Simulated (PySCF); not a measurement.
# Br⁺, Br²⁺: ionisation energy in Sapporo-DKH3-DZP-2012

Each state of bromine is computed at each level; their differences give the ionisation energy. How far do the methods differ?

Method: unrestricted determinants in a Gaussian basis, no spin-orbit coupling in the energies. Code: PySCF 2.14.0.

## 1. Starting point

| Item | Value |
| --- | --- |
| Element | bromine (Z = 35) |
| Basis | Sapporo-DKH3-DZP-2012 (6s5p3d1f, 43 functions) |
| Hamiltonian | the spin-free X2C one-electron Hamiltonian (Gaussian nucleus) |
| State 1 | Br⁺: [Ar] 3d10 4s2 4p4, high-spin 3P determinant |
| State 2 | Br²⁺: [Ar] 3d10 4s2 4p3, high-spin 4S determinant |
| Methods | UHF, r2SCAN, B3LYP, MP2, CCSD(T) |
| Core shells frozen in the correlated runs | valence: [Ar] 3d10 (for Br⁺) |

Outer shells as boxes (Hund's rule):

Br+ [Ar] 3d10 4s2 4p4
```
[Ar] core
3d [↑↓][↑↓][↑↓][↑↓][↑↓]
4s [↑↓]
4p [↑↓][↑ ][↑ ]
```

Br2+ [Ar] 3d10 4s2 4p3
```
[Ar] core
3d [↑↓][↑↓][↑↓][↑↓][↑↓]
4s [↑↓]
4p [↑ ][↑ ][↑ ]
```

The runs were made by one driver on top of PySCF. The scripts below sum up each run's settings (the driver also hands on starting orbitals that pick excited configurations, and frozen orbitals as a list rather than a count), and the logs come from the driver's own runs. The driver starts from symmetry-adapted Hartree-Fock orbitals, holds the occupation by maximum overlap and uses a logarithmic radial grid for functionals, so a plain start would take other cycles.

It was started by

```bash
$ OMP_NUM_THREADS=1 python atomrun2.py TASK.json OUT
```

The integrals over 43 functions and the set-up took 0.29 s of CPU time.

## 2. Br⁺

#### UHF

Contents of input.py:

```python
from pyscf import gto, scf, dft, mp, cc
import basis_set_exchange as bse
mol = gto.M(atom="Br 0 0 0", charge=1, spin=2, symmetry="D2h",
            basis=gto.basis.parse(bse.get_basis("Sapporo-DKH3-DZP-2012", elements=["Br"], fmt="nwchem", header=False)),
            nucmod="G")
mf = scf.UHF(mol).sfx2c1e()
mf.irrep_nelec = {'Ag': (6, 6), 'B1g': (1, 1), 'B2g': (1, 1), 'B3g': (1, 1), 'B1u': (3, 2), 'B2u': (3, 3), 'B3u': (3, 2)}
mf.kernel()
```

Log:

```text
damping factor = 0
level_shift factor = 0
DIIS = <class 'pyscf.scf.diis.CDIIS'>
diis_start_cycle = 1
diis_space = 10
diis_damp = 0
SCF conv_tol = 1e-09
SCF conv_tol_grad = None
number electrons alpha = 18  beta = 16
cycle= 1 E= -2603.9573672639  delta_E= -0.0035  |g|= 0.0215  |ddm|= 0.0533
cycle= 2 E= -2603.95770381214  delta_E= -0.000337  |g|= 0.00691  |ddm|= 0.0175
cycle= 3 E= -2603.95774417173  delta_E= -4.04e-05  |g|= 0.000499  |ddm|= 0.00955
cycle= 4 E= -2603.95774444987  delta_E= -2.78e-07  |g|= 0.000229  |ddm|= 0.00142
cycle= 5 E= -2603.95774447469  delta_E= -2.48e-08  |g|= 4.12e-05  |ddm|= 0.00042
cycle= 6 E= -2603.9577444765  delta_E= -1.81e-09  |g|= 6.07e-06  |ddm|= 0.000138
cycle= 7 E= -2603.95774447654  delta_E= -3.91e-11  |g|= 6.4e-07  |ddm|= 1.99e-05
converged SCF energy = -2603.95774447654  <S^2> = 2.0068768  2S+1 = 3.004581
```

It took 0.17 s on 1 thread of Neoverse-V1, shared host, the integrals not counted.

Orbital energies by shell (radii are means over both spins):

```tsv
shell	electrons	mean orbital energy (eV)	spread (eV)	rms radius (bohr)
1s α	1	-13568.1	0	0.0492
1s β	1	-13567.8	0	0.0492
2s α	1	-1837.1	0	0.205
2s β	1	-1836.9	0	0.205
2p α	3	-1617.0	0.234	0.183
2p β	3	-1616.7	0.102	0.183
3s α	1	-288.90	0	0.588
3s β	1	-288.40	0	0.588
3p α	3	-216.96	0.734	0.607
3p β	3	-216.28	0.097	0.607
3d α	5	-97.259	0.693	0.650
3d β	5	-96.905	0.371	0.650
4s α	1	-40.599	0	1.78
4s β	1	-34.508	0	1.78
4p α	3	-23.543	1.927	2.11
4p β	1	-20.976	0	2.11
```

⟨S²⟩ = 2.007, ⟨L²⟩ = 2.02.

#### r2SCAN

Changes to input.py:

```diff
@@ -5,3 +5,3 @@
             nucmod="G")
-mf = scf.UHF(mol).sfx2c1e()
+mf = dft.UKS(mol, xc="R2SCAN").sfx2c1e()
 mf.irrep_nelec = {'Ag': (6, 6), 'B1g': (1, 1), 'B2g': (1, 1), 'B3g': (1, 1), 'B1u': (3, 2), 'B2u': (3, 3), 'B3u': (3, 2)}
```

Log:

```text
damping factor = 0
level_shift factor = 0
DIIS = <class 'pyscf.scf.diis.CDIIS'>
diis_start_cycle = 1
diis_space = 10
diis_damp = 0
SCF conv_tol = 1e-09
SCF conv_tol_grad = None
number electrons alpha = 18  beta = 16
XC functionals = R2SCAN
    J. W. Furness, A. D. Kaplan, J. Ning, J. P. Perdew, and J. Sun.,  J. Phys. Chem. Lett. 11, 8208-8215 (2020)
    J. W. Furness, A. D. Kaplan, J. Ning, J. P. Perdew, and J. Sun.,  J. Phys. Chem. Lett. 11, 9248-9248 (2020)
    J. W. Furness, A. D. Kaplan, J. Ning, J. P. Perdew, and J. Sun.,  J. Phys. Chem. Lett. 11, 8208-8215 (2020)
    J. W. Furness, A. D. Kaplan, J. Ning, J. P. Perdew, and J. Sun.,  J. Phys. Chem. Lett. 11, 9248-9248 (2020)
cycle= 1 E= -2605.69977416939  delta_E= -0.00926  |g|= 0.0629  |ddm|= 0.119
cycle= 2 E= -2605.69985107185  delta_E= -7.69e-05  |g|= 0.0548  |ddm|= 0.0253
cycle= 3 E= -2605.70007601755  delta_E= -0.000225  |g|= 0.00279  |ddm|= 0.0117
cycle= 4 E= -2605.70007737477  delta_E= -1.36e-06  |g|= 0.000188  |ddm|= 0.00233
cycle= 5 E= -2605.7000773962  delta_E= -2.14e-08  |g|= 1.58e-05  |ddm|= 0.000413
cycle= 6 E= -2605.70007739652  delta_E= -3.24e-10  |g|= 1.91e-06  |ddm|= 6.11e-05
converged SCF energy = -2605.70007739652  <S^2> = 2.0032692  2S+1 = 3.0021787
```

It took 1.1 s on 1 thread of Neoverse-V1, shared host, the integrals not counted.

#### B3LYP

Changes to input.py:

```diff
@@ -5,3 +5,3 @@
             nucmod="G")
-mf = dft.UKS(mol, xc="R2SCAN").sfx2c1e()
+mf = dft.UKS(mol, xc="B3LYP").sfx2c1e()
 mf.irrep_nelec = {'Ag': (6, 6), 'B1g': (1, 1), 'B2g': (1, 1), 'B3g': (1, 1), 'B1u': (3, 2), 'B2u': (3, 3), 'B3u': (3, 2)}
```

Log:

```text
damping factor = 0
level_shift factor = 0
DIIS = <class 'pyscf.scf.diis.CDIIS'>
diis_start_cycle = 1
diis_space = 10
diis_damp = 0
SCF conv_tol = 1e-09
SCF conv_tol_grad = None
number electrons alpha = 18  beta = 16
XC functionals = B3LYP
    P. J. Stephens, F. J. Devlin, C. F. Chabalowski, and M. J. Frisch.,  J. Phys. Chem. 98, 11623 (1994)
cycle= 1 E= -2605.76073165016  delta_E= -0.00876  |g|= 0.0633  |ddm|= 0.124
cycle= 2 E= -2605.76082512223  delta_E= -9.35e-05  |g|= 0.0527  |ddm|= 0.0257
cycle= 3 E= -2605.76102953666  delta_E= -0.000204  |g|= 0.00278  |ddm|= 0.0111
cycle= 4 E= -2605.76103083088  delta_E= -1.29e-06  |g|= 0.000184  |ddm|= 0.00239
cycle= 5 E= -2605.76103084553  delta_E= -1.46e-08  |g|= 9.53e-06  |ddm|= 0.000281
cycle= 6 E= -2605.7610308456  delta_E= -7.73e-11  |g|= 9.51e-07  |ddm|= 2.51e-05
converged SCF energy = -2605.7610308456  <S^2> = 2.0016853  2S+1 = 3.0011233
```

Time after the integrals: 0.63 s (1 thread of Neoverse-V1, shared host).

#### MP2 (valence)

Changes to input.py:

```diff
@@ -5,4 +5,5 @@
             nucmod="G")
-mf = dft.UKS(mol, xc="B3LYP").sfx2c1e()
+mf = scf.UHF(mol).sfx2c1e()
 mf.irrep_nelec = {'Ag': (6, 6), 'B1g': (1, 1), 'B2g': (1, 1), 'B3g': (1, 1), 'B1u': (3, 2), 'B2u': (3, 3), 'B3u': (3, 2)}
 mf.kernel()
+mp.UMP2(mf, frozen=14).kernel()
```

No log was kept for this step.

It took 0.02 s on 1 thread of Neoverse-V1, shared host, the integrals not counted.

With 6 electrons correlated, the MP2 correlation energy is -0.07634 hartree (-0.01924 same spin, -0.05710 opposite spin); the SCS form gives -0.07494. Largest pairs of shells: 4p-4p -0.0373, 4s-4p -0.0333, 4s-4s -0.0058.

#### CCSD(T) (valence)

Changes to input.py:

```diff
@@ -8,2 +8,3 @@
 mf.kernel()
-mp.UMP2(mf, frozen=14).kernel()
+mycc = cc.CCSD(mf, frozen=14).run()
+mycc.ccsd_t()
```

Log:

```text
CC2 = 0
CCSD nocc = (np.int64(4), np.int64(2)), nmo = (29, 29)
frozen orbitals [[0, 1, 2, 3, 4, 5, 6, 7, 8, 9, 10, 11, 12, 13], [0, 1, 2, 3, 4, 5, 6, 7, 8, 9, 10, 11, 12, 13]]
max_cycle = 100
direct = 0
conv_tol = 1e-08
conv_tol_normt = 1e-06
diis_space = 8
diis_start_cycle = 0
Init t2, MP2 energy = -0.0763405421504257
Init E_corr(UCCSD) = -0.0763405421506779
cycle = 1  E_corr(UCCSD) = -0.0883095507808476  dE = -0.0119690086  norm(t1,t2) = 0.0355114
cycle = 2  E_corr(UCCSD) = -0.0908039566182825  dE = -0.00249440584  norm(t1,t2) = 0.0112579
cycle = 3  E_corr(UCCSD) = -0.0919002310046905  dE = -0.00109627439  norm(t1,t2) = 0.00427563
cycle = 4  E_corr(UCCSD) = -0.0918808769629267  dE = 1.93540418e-05  norm(t1,t2) = 0.000452774
cycle = 5  E_corr(UCCSD) = -0.0918853286112358  dE = -4.45164831e-06  norm(t1,t2) = 0.000109943
cycle = 6  E_corr(UCCSD) = -0.0918846357312813  dE = 6.92879954e-07  norm(t1,t2) = 2.41439e-05
cycle = 7  E_corr(UCCSD) = -0.0918847682431501  dE = -1.32511869e-07  norm(t1,t2) = 4.16088e-06
cycle = 8  E_corr(UCCSD) = -0.0918847115726152  dE = 5.66705349e-08  norm(t1,t2) = 5.54745e-07
cycle = 9  E_corr(UCCSD) = -0.0918847243724989  dE = -1.27998837e-08  norm(t1,t2) = 9.25414e-08
cycle = 10  E_corr(UCCSD) = -0.0918847226650993  dE = 1.70739957e-09  norm(t1,t2) = 1.64386e-08
UCCSD converged
E(UCCSD) = -2604.049629199205  E_corr = -0.0918847226650993
UCCSD(T) correction = -0.00113739326164717
```

It took 0.42 s on 1 thread of Neoverse-V1, shared host, the integrals not counted.

CCSD correlation -0.09188 hartree, triples -0.00114; total -2604.050767. T1 = 0.007, largest double amplitude 0.057.

Radial density 4πr²ρ of Br⁺ at UHF:

```tsv
r (bohr)	density	spin density
0.000809	0.426	0.000
0.00136	1.04	0.000
0.00229	2.49	0.000
0.00385	5.68	0.000
0.00647	12.2	0.000
0.0109	23.5	0.000
0.0183	37.2	0.002
0.0308	43.4	0.013
0.0518	36.7	0.046
0.0872	41.1	0.094
0.147	50.9	0.043
0.247	29.9	0.016
0.415	34.7	0.228
0.698	20.5	-0.013
1.17	5.27	0.815
1.97	3.21	1.115
3.32	0.455	0.174
5.58	0.00642	0.002
```

Spin density of Br⁺ at UHF in the xz plane next to the nucleus (x to the right, z up), 3.8 Å wide.

Values in e/Å³, 10 rows by 10 columns:
```
 0.00  0.00  0.00  0.01  0.01  0.01  0.01  0.00  0.00  0.00
 0.00  0.00  0.01  0.03  0.04  0.05  0.04  0.02  0.01  0.00
 0.00  0.01  0.05  0.14  0.21  0.25  0.17  0.07  0.02  0.00
 0.01  0.03  0.14  0.39  0.51  0.49  0.47  0.21  0.05  0.01
 0.01  0.04  0.21  0.51  0.24 -0.01  0.46  0.32  0.08  0.01
 0.01  0.05  0.25  0.49 -0.01 -0.07  0.24  0.37  0.09  0.02
 0.01  0.04  0.17  0.47  0.46  0.24  0.52  0.26  0.06  0.01
 0.00  0.02  0.07  0.21  0.32  0.37  0.26  0.11  0.03  0.01
 0.00  0.01  0.02  0.05  0.08  0.09  0.06  0.03  0.01  0.00
 0.00  0.00  0.00  0.01  0.01  0.02  0.01  0.01  0.00  0.00
```

## 3. Br²⁺: the ladder of methods

#### UHF

Contents of input.py:

```python
from pyscf import gto, scf, dft, mp, cc
import basis_set_exchange as bse
mol = gto.M(atom="Br 0 0 0", charge=2, spin=3, symmetry="D2h",
            basis=gto.basis.parse(bse.get_basis("Sapporo-DKH3-DZP-2012", elements=["Br"], fmt="nwchem", header=False)),
            nucmod="G")
mf = scf.UHF(mol).sfx2c1e()
mf.irrep_nelec = {'Ag': (6, 6), 'B1g': (1, 1), 'B2g': (1, 1), 'B3g': (1, 1), 'B1u': (3, 2), 'B2u': (3, 2), 'B3u': (3, 2)}
mf.kernel()
```

Log:

```text
damping factor = 0
level_shift factor = 0
DIIS = <class 'pyscf.scf.diis.CDIIS'>
diis_start_cycle = 1
diis_space = 10
diis_damp = 0
SCF conv_tol = 1e-09
SCF conv_tol_grad = None
number electrons alpha = 18  beta = 15
cycle= 1 E= -2603.21413973389  delta_E= -1.23e-11  |g|= 1.18e-06  |ddm|= 7.55e-06
converged SCF energy = -2603.21413973389  <S^2> = 3.7505715  2S+1 = 4.0002858
```

Time after the integrals: 0.12 s (1 thread of Neoverse-V1, shared host).

The occupied shells:

```tsv
shell	electrons	mean orbital energy (eV)	spread (eV)	rms radius (bohr)
1s α	1	-13581.4	0	0.0492
1s β	1	-13581.0	0	0.0492
2s α	1	-1850.2	0	0.205
2s β	1	-1850.0	0	0.205
2p α	3	-1630.2	0	0.183
2p β	3	-1629.7	0	0.183
3s α	1	-302.02	0	0.588
3s β	1	-301.19	0	0.588
3p α	3	-230.07	0	0.607
3p β	3	-228.95	0	0.607
3d α	5	-110.29	0	0.649
3d β	5	-109.71	0	0.649
4s α	1	-53.074	0	1.72
4s β	1	-43.578	0	1.72
4p α	3	-35.264	0	1.98
```

⟨S²⟩ = 3.751, ⟨L²⟩ = 0.00.

#### r2SCAN

Changes to input.py:

```diff
@@ -5,3 +5,3 @@
             nucmod="G")
-mf = scf.UHF(mol).sfx2c1e()
+mf = dft.UKS(mol, xc="R2SCAN").sfx2c1e()
 mf.irrep_nelec = {'Ag': (6, 6), 'B1g': (1, 1), 'B2g': (1, 1), 'B3g': (1, 1), 'B1u': (3, 2), 'B2u': (3, 2), 'B3u': (3, 2)}
```

Log:

```text
damping factor = 0
level_shift factor = 0
DIIS = <class 'pyscf.scf.diis.CDIIS'>
diis_start_cycle = 1
diis_space = 10
diis_damp = 0
SCF conv_tol = 1e-09
SCF conv_tol_grad = None
number electrons alpha = 18  beta = 15
XC functionals = R2SCAN
    J. W. Furness, A. D. Kaplan, J. Ning, J. P. Perdew, and J. Sun.,  J. Phys. Chem. Lett. 11, 8208-8215 (2020)
    J. W. Furness, A. D. Kaplan, J. Ning, J. P. Perdew, and J. Sun.,  J. Phys. Chem. Lett. 11, 9248-9248 (2020)
    J. W. Furness, A. D. Kaplan, J. Ning, J. P. Perdew, and J. Sun.,  J. Phys. Chem. Lett. 11, 8208-8215 (2020)
    J. W. Furness, A. D. Kaplan, J. Ning, J. P. Perdew, and J. Sun.,  J. Phys. Chem. Lett. 11, 9248-9248 (2020)
cycle= 1 E= -2604.91110461123  delta_E= -0.00714  |g|= 0.0648  |ddm|= 0.107
cycle= 2 E= -2604.91114544356  delta_E= -4.08e-05  |g|= 0.0584  |ddm|= 0.0251
cycle= 3 E= -2604.9114039729  delta_E= -0.000259  |g|= 0.00138  |ddm|= 0.0122
cycle= 4 E= -2604.91140420901  delta_E= -2.36e-07  |g|= 9.24e-05  |ddm|= 0.000898
cycle= 5 E= -2604.91140421221  delta_E= -3.2e-09  |g|= 4.76e-06  |ddm|= 0.000179
cycle= 6 E= -2604.91140421222  delta_E= -6.82e-12  |g|= 1.64e-07  |ddm|= 8.34e-06
converged SCF energy = -2604.91140421222  <S^2> = 3.750381  2S+1 = 4.0001905
```

It took 1 s on 1 thread of Neoverse-V1, shared host, the integrals not counted.

#### B3LYP

Changes to input.py:

```diff
@@ -5,3 +5,3 @@
             nucmod="G")
-mf = dft.UKS(mol, xc="R2SCAN").sfx2c1e()
+mf = dft.UKS(mol, xc="B3LYP").sfx2c1e()
 mf.irrep_nelec = {'Ag': (6, 6), 'B1g': (1, 1), 'B2g': (1, 1), 'B3g': (1, 1), 'B1u': (3, 2), 'B2u': (3, 2), 'B3u': (3, 2)}
```

Log:

```text
damping factor = 0
level_shift factor = 0
DIIS = <class 'pyscf.scf.diis.CDIIS'>
diis_start_cycle = 1
diis_space = 10
diis_damp = 0
SCF conv_tol = 1e-09
SCF conv_tol_grad = None
number electrons alpha = 18  beta = 15
XC functionals = B3LYP
    P. J. Stephens, F. J. Devlin, C. F. Chabalowski, and M. J. Frisch.,  J. Phys. Chem. 98, 11623 (1994)
cycle= 1 E= -2604.96723830488  delta_E= -0.00713  |g|= 0.0649  |ddm|= 0.114
cycle= 2 E= -2604.96730350091  delta_E= -6.52e-05  |g|= 0.0554  |ddm|= 0.0241
cycle= 3 E= -2604.96753143086  delta_E= -0.000228  |g|= 0.0017  |ddm|= 0.0115
cycle= 4 E= -2604.96753174063  delta_E= -3.1e-07  |g|= 3.41e-05  |ddm|= 0.000815
cycle= 5 E= -2604.96753174099  delta_E= -3.52e-10  |g|= 1.5e-06  |ddm|= 4.35e-05
converged SCF energy = -2604.96753174099  <S^2> = 3.750233  2S+1 = 4.0001165
```

It took 0.51 s on 1 thread of Neoverse-V1, shared host, the integrals not counted.

#### MP2 (valence)

Changes to input.py:

```diff
@@ -5,4 +5,5 @@
             nucmod="G")
-mf = dft.UKS(mol, xc="B3LYP").sfx2c1e()
+mf = scf.UHF(mol).sfx2c1e()
 mf.irrep_nelec = {'Ag': (6, 6), 'B1g': (1, 1), 'B2g': (1, 1), 'B3g': (1, 1), 'B1u': (3, 2), 'B2u': (3, 2), 'B3u': (3, 2)}
 mf.kernel()
+mp.UMP2(mf, frozen=14).kernel()
```

No log was kept for this step.

It took 0.02 s on 1 thread of Neoverse-V1, shared host, the integrals not counted.

With 5 electrons correlated, the MP2 correlation energy is -0.06032 hartree (-0.01624 same spin, -0.04408 opposite spin); the SCS form gives -0.05831. Largest pairs of shells: 4s-4p -0.0399, 4p-4p -0.0147, 4s-4s -0.0058.

#### CCSD(T) (valence)

Changes to input.py:

```diff
@@ -8,2 +8,3 @@
 mf.kernel()
-mp.UMP2(mf, frozen=14).kernel()
+mycc = cc.CCSD(mf, frozen=14).run()
+mycc.ccsd_t()
```

Log:

```text
CC2 = 0
CCSD nocc = (np.int64(4), np.int64(1)), nmo = (29, 29)
frozen orbitals [[0, 1, 2, 3, 4, 5, 6, 7, 8, 9, 10, 11, 12, 13], [0, 1, 2, 3, 4, 5, 6, 7, 8, 9, 10, 11, 12, 13]]
max_cycle = 100
direct = 0
conv_tol = 1e-08
conv_tol_normt = 1e-06
diis_space = 8
diis_start_cycle = 0
Init t2, MP2 energy = -0.0603166790987108
Init E_corr(UCCSD) = -0.0603166790993146
cycle = 1  E_corr(UCCSD) = -0.0717736619312466  dE = -0.0114569828  norm(t1,t2) = 0.0341926
cycle = 2  E_corr(UCCSD) = -0.0741489400323552  dE = -0.0023752781  norm(t1,t2) = 0.00895002
cycle = 3  E_corr(UCCSD) = -0.0749659356337724  dE = -0.000816995601  norm(t1,t2) = 0.00287359
cycle = 4  E_corr(UCCSD) = -0.0749526050279131  dE = 1.33306059e-05  norm(t1,t2) = 0.000286073
cycle = 5  E_corr(UCCSD) = -0.0749527890483633  dE = -1.8402045e-07  norm(t1,t2) = 1.83389e-05
cycle = 6  E_corr(UCCSD) = -0.0749526057051496  dE = 1.83343214e-07  norm(t1,t2) = 3.29072e-06
cycle = 7  E_corr(UCCSD) = -0.0749527043744302  dE = -9.86692807e-08  norm(t1,t2) = 3.72624e-07
cycle = 8  E_corr(UCCSD) = -0.0749526928741691  dE = 1.15002611e-08  norm(t1,t2) = 7.54682e-08
cycle = 9  E_corr(UCCSD) = -0.0749526897971311  dE = 3.07703803e-09  norm(t1,t2) = 3.54127e-08
UCCSD converged
E(UCCSD) = -2603.289092423689  E_corr = -0.0749526897971311
UCCSD(T) correction = -0.000750081839580539
```

Time after the integrals: 0.36 s (1 thread of Neoverse-V1, shared host).

CCSD correlation -0.07495 hartree, triples -0.00075; total -2603.289843. T1 = 0.001, largest double amplitude 0.059.

Radial density 4πr²ρ of Br²⁺ at UHF:

```tsv
r (bohr)	density	spin density
0.000809	0.426	0.000
0.00136	1.04	0.000
0.00229	2.49	0.000
0.00385	5.68	0.000
0.00647	12.2	0.000
0.0109	23.5	0.000
0.0183	37.2	0.004
0.0308	43.4	0.021
0.0518	36.7	0.077
0.0872	41.0	0.156
0.147	50.9	0.071
0.247	29.9	0.029
0.415	34.6	0.378
0.698	20.5	-0.019
1.17	5.09	1.326
1.97	2.68	1.695
3.32	0.260	0.208
5.58	0.000574	0.000
```

## 4. How the shells move

Highest occupied Hartree-Fock shell of each state: Br⁺ 4p β at -20.976 eV; Br²⁺ 4p α at -35.264 eV.

## 5. The energy differences

Ionisation energy: Br⁺ [Ar] 3d10 4s2 4p4 (3P) → Br²⁺ [Ar] 3d10 4s2 4p3 (4S).

```tsv
method	value (eV)	error (eV)	CPU time, both states (s)
UHF	20.235	-1.174	0.29
r2SCAN	21.461	+0.052	2.1
B3LYP	21.592	+0.184	1.1
MP2 (valence)	20.671	-0.738	0.33
SCS-MP2 (valence)	20.687	-0.722	0.33
CCSD (valence)	20.695	-0.713	
CCSD(T) (valence)	20.706	-0.703	1.1
```

Reference: 21.409 eV (measured; NIST levels, between the centres of gravity of the two terms). Errors of the correlated levels include the incompleteness of this basis.

Times are CPU seconds on a shared host without the integrals; correlated rows include their Hartree-Fock run, whose time holds the symmetry-adapted start and any spin-orbit constants, while functionals begin from orbitals already made.

## 6. Outcome

```
              quantity                                                      value
ionisation energy, Br⁺  UHF 20.235, CCSD(T) (valence) 20.706 eV; reference 21.409
```

Accuracy against cost (mean over 1 difference):

```tsv
method	mean absolute miss against the measured value (with the measured fine structure taken into account where it is known) (eV)	CPU time, both states (s)
UHF	1.174	0.29
r2SCAN	0.052	2.1
B3LYP	0.184	1.1
MP2 (valence)	0.738	0.33
SCS-MP2 (valence)	0.722	0.33
CCSD (valence)	0.713	
CCSD(T) (valence)	0.703	1.1
```

**Reading.** r2SCAN lands nearest to the measured value (off by 0.05 eV); UHF misses by most (1.17 eV). Hartree-Fock falls short because the species with more electrons holds more correlation energy, which it lacks. All values hold for this basis alone; no basis-set limit was taken. The dearest level timed, r2SCAN, costs 7.3 times the cheapest, UHF, and differs from the measured value (with the measured fine structure taken into account where it is known) by 0.05 against 1.17 eV.
